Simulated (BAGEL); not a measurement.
# C3H4BN (SMILES C#C[BH2-][N+]#C) at HF/3-21G (density fitting with qzvpp-jkfit)

Aim: the vertical ionisation energy of C3H4BN at HF/3-21G (density fitting with qzvpp-jkfit), from 2 runs. 

The results are computed with BAGEL 1.2.2.

1 further run of the same task is left out (set aside as unsound or not needed).

## 1. The system as given

C3H4BN: 9 atoms, total charge 0, spin state singlet. SMILES: `C#C[BH2-][N+]#C`. The coordinates come from a GFN2-xTB relaxation.

Bond lengths: C1–C2 1.200 Å, C2–B3 1.559 Å, B3–N4 1.459 Å, N4–C5 1.147 Å, C1–H6 1.052 Å, B3–H7 1.193 Å, B3–H8 1.193 Å, C5–H9 1.052 Å. Angles: C1–C2–B3 179.4°, C2–B3–N4 104.8°, B3–N4–C5 176.7°, C2–C1–H6 178.7°, C2–B3–H7 112.8°, C2–B3–H8 112.8°, N4–B3–H7 106.2°, N4–B3–H8 106.2°, N4–C5–H9 179.9°, H7–B3–H8 113.1°.

## 2. The energy at HF/3-21G (density fitting with qzvpp-jkfit)

Contents of calc.json:

```json
{ "bagel" : [

{
  "title" : "molecule",
  "basis" : "3-21g",
  "df_basis" : "qzvpp-jkfit",
  "angstrom" : true,
  "geometry" : [
    { "atom" : "C", "xyz" : [       1.555320,       1.017430,      -1.319610 ] },
    { "atom" : "C", "xyz" : [       0.968020,       0.186110,      -0.684250 ] },
    { "atom" : "B", "xyz" : [       0.216110,      -0.905720,       0.135550 ] },
    { "atom" : "N", "xyz" : [      -0.951460,      -0.224000,       0.682750 ] },
    { "atom" : "C", "xyz" : [      -1.846670,       0.368720,       1.086800 ] },
    { "atom" : "H", "xyz" : [       2.087220,       1.729830,      -1.882470 ] },
    { "atom" : "H", "xyz" : [       0.843520,      -1.294840,       1.072310 ] },
    { "atom" : "H", "xyz" : [      -0.203110,      -1.789210,      -0.547340 ] },
    { "atom" : "H", "xyz" : [      -2.668950,       0.911670,       1.456250 ] }
  ]
},

{ "title" : "hf" },

{ "title" : "print", "file" : "orbitals.molden", "orbitals" : true }

]}
```

Run with:

```console
$ BAGEL_NUM_THREADS=1 BAGEL calc.json > calc.out
```

Log:

```text
* using 1 threads per process

  ===============================================================
  ===============================================================

  *** Geometry ***

  { "atom" : "C", "xyz" : [      2.939129,      1.922664,     -2.493701 ] },
  { "atom" : "C", "xyz" : [      1.829293,      0.351697,     -1.293045 ] },
  { "atom" : "B", "xyz" : [      0.408389,     -1.711563,      0.256152 ] },
  { "atom" : "N", "xyz" : [     -1.797999,     -0.423299,      1.290211 ] },
  { "atom" : "C", "xyz" : [     -3.489701,      0.696780,      2.053754 ] },
  { "atom" : "H", "xyz" : [      3.944274,      3.268905,     -3.557353 ] },
  { "atom" : "H", "xyz" : [      1.594022,     -2.446893,      2.026372 ] },
  { "atom" : "H", "xyz" : [     -0.383822,     -3.381117,     -1.034323 ] },
  { "atom" : "H", "xyz" : [     -5.043585,      1.722807,      2.751914 ] },

  Number of auxiliary basis functions:      449

  Since a DF basis is specified, we compute 2- and 3-index integrals:
    o Being stored without compression. Storage requirement is 0.010 GB

  Number of basis functions:       53
  Number of electrons      :       34

    * METHOD: MOLECULE                             0.14

  *** RHF ***

  === Nuclear Repulsion ===
   124.7514606009

      * DIIS with orbital gradients will be used.

  === RHF iteration (3-21g) ===
      0       -193.73286211          0.02359900           0.03
      1       -193.81341465          0.01877601           0.03
      2       -193.87330260          0.00363244           0.03
      3       -193.87634969          0.00082634           0.03
      4       -193.87653912          0.00026142           0.03
      5       -193.87655537          0.00009151           0.03
      6       -193.87655810          0.00002840           0.03
      7       -193.87655861          0.00001089           0.03
      8       -193.87655870          0.00000751           0.03
      9       -193.87655872          0.00000415           0.03
     10       -193.87655874          0.00000102           0.03
     11       -193.87655874          0.00000045           0.03
     12       -193.87655874          0.00000014           0.03
     13       -193.87655874          0.00000004           0.03
     14       -193.87655874          0.00000002           0.03
     15       -193.87655874          0.00000001           0.03
     16       -193.87655874          0.00000000           0.03
    * SCF iteration converged.

    * Permanent dipole moment:
           (    2.297325,    -1.148618,    -1.141491) a.u.

    * METHOD: HF                                   0.60

    * METHOD: PRINT                                0.00

  ===============================================================
```

Wall time 0.9 s (1 thread of Arm Neoverse V2, shared host); peak memory 0.082 GiB.

## 3. The doublet cation at the same level

Contents of input.json:

```json
{ "bagel": [

{
  "title": "molecule",
  "basis": "3-21g",
  "df_basis": "qzvpp-jkfit",
  "angstrom": true,
  "geometry": [
    { "atom": "C", "xyz": [       1.555320,       1.017430,      -1.319610 ] },
    { "atom": "C", "xyz": [       0.968020,       0.186110,      -0.684250 ] },
    { "atom": "B", "xyz": [       0.216110,      -0.905720,       0.135550 ] },
    { "atom": "N", "xyz": [      -0.951460,      -0.224000,       0.682750 ] },
    { "atom": "C", "xyz": [      -1.846670,       0.368720,       1.086800 ] },
    { "atom": "H", "xyz": [       2.087220,       1.729830,      -1.882470 ] },
    { "atom": "H", "xyz": [       0.843520,      -1.294840,       1.072310 ] },
    { "atom": "H", "xyz": [      -0.203110,      -1.789210,      -0.547340 ] },
    { "atom": "H", "xyz": [      -2.668950,       0.911670,       1.456250 ] }
  ]
},

{ "title": "uhf", "charge": 1, "nopen": 1 },

{ "title": "print", "file": "orbitals.molden", "orbitals": true }

]}
```

Run with:

```console
$ BAGEL_NUM_THREADS=1 BAGEL input.json > input.out
```

Log:

```text
* using 1 threads per process

  ===============================================================
  ===============================================================

  *** Geometry ***

  { "atom" : "C", "xyz" : [      2.939129,      1.922664,     -2.493701 ] },
  { "atom" : "C", "xyz" : [      1.829293,      0.351697,     -1.293045 ] },
  { "atom" : "B", "xyz" : [      0.408389,     -1.711563,      0.256152 ] },
  { "atom" : "N", "xyz" : [     -1.797999,     -0.423299,      1.290211 ] },
  { "atom" : "C", "xyz" : [     -3.489701,      0.696780,      2.053754 ] },
  { "atom" : "H", "xyz" : [      3.944274,      3.268905,     -3.557353 ] },
  { "atom" : "H", "xyz" : [      1.594022,     -2.446893,      2.026372 ] },
  { "atom" : "H", "xyz" : [     -0.383822,     -3.381117,     -1.034323 ] },
  { "atom" : "H", "xyz" : [     -5.043585,      1.722807,      2.751914 ] },

  Number of auxiliary basis functions:      449

  Since a DF basis is specified, we compute 2- and 3-index integrals:
    o Being stored without compression. Storage requirement is 0.010 GB

  Number of basis functions:       53
  Number of electrons      :       34

    * METHOD: MOLECULE                             0.14

  *** Open-shell HF ***

  === Nuclear Repulsion ===
   124.7514606009

      * DIIS with orbital gradients will be used.

  === UHF iteration (3-21g) ===
      0       -193.43738463          0.04006966           0.06
      1       -193.52718624          0.02852580           0.06
      2       -193.54293271          0.02537738           0.06
      3       -193.57171129          0.00316513           0.06
      4       -193.57530612          0.00220637           0.06
      5       -193.57763744          0.00135114           0.06
      6       -193.57913296          0.00045129           0.06
      7       -193.57925283          0.00027143           0.06
      8       -193.57934273          0.00008522           0.06
      9       -193.57937337          0.00002792           0.06
     10       -193.57938418          0.00001650           0.06
     11       -193.57938750          0.00001024           0.06
     12       -193.57939055          0.00000798           0.06
     13       -193.57939165          0.00000817           0.06
     14       -193.57939151          0.00000807           0.06
     15       -193.57939148          0.00000811           0.06
     16       -193.57939145          0.00000821           0.06
     17       -193.57939172          0.00000810           0.06
     18       -193.57939403          0.00000765           0.06
     19       -193.57940163          0.00000578           0.06
     20       -193.57940369          0.00000259           0.06
     21       -193.57940401          0.00000137           0.06
     22       -193.57940467          0.00000081           0.06
     23       -193.57940472          0.00000064           0.06
     24       -193.57940477          0.00000058           0.06
     25       -193.57940482          0.00000054           0.06
     26       -193.57940497          0.00000050           0.06
     27       -193.57940512          0.00000045           0.06
     28       -193.57940523          0.00000042           0.06
     29       -193.57940535          0.00000040           0.06
     30       -193.57940540          0.00000038           0.06
     31       -193.57940541          0.00000036           0.06
     32       -193.57940546          0.00000030           0.06
     33       -193.57940557          0.00000023           0.06
     34       -193.57940564          0.00000020           0.06
     35       -193.57940564          0.00000019           0.06
     36       -193.57940563          0.00000020           0.06
     37       -193.57940565          0.00000018           0.06
     38       -193.57940566          0.00000014           0.06
     39       -193.57940567          0.00000012           0.06
     40       -193.57940568          0.00000009           0.06
     41       -193.57940568          0.00000008           0.06
     42       -193.57940568          0.00000006           0.06
     43       -193.57940569          0.00000005           0.06
     44       -193.57940569          0.00000004           0.06
     45       -193.57940569          0.00000003           0.06
     46       -193.57940569          0.00000003           0.06
     47       -193.57940569          0.00000002           0.06
     48       -193.57940569          0.00000001           0.06
     49       -193.57940569          0.00000001           0.06
    * SCF iteration converged.

    * S^2 (UHF) is 0.7631

    * Permanent dipole moment:
           (    0.564990,    -1.673559,     0.141083) a.u.

    * METHOD: UHF                                  3.05

    * METHOD: PRINT                                0.00

  ===============================================================
```

It took 3.6 s on 1 thread of Arm Neoverse V2, shared host; peak memory 0.082 GiB.

## 4. Results

Level: HF/3-21G (density fitting with qzvpp-jkfit).

| quantity | value |
| --- | --- |
| singlet C3H4BN: total energy | -193.87656 Eh |
| singlet C3H4BN: dipole moment | 7.14 D |
| singlet C3H4BN: HOMO energy | -9.23 eV |
| singlet C3H4BN: LUMO energy | 3.07 eV |
| singlet C3H4BN: HOMO–LUMO gap | 12.30 eV |
| doublet cation: total energy | -193.57941 Eh |
| doublet cation: ⟨S²⟩ | 0.763 |
| vertical ionisation energy (to the doublet cation) | 8.086 eV |

In words: Removing an electron at fixed nuclei costs 8.09 eV (186 kcal/mol). The negative HOMO energy of the first species, 9.23 eV, lies 1.15 eV above that difference.
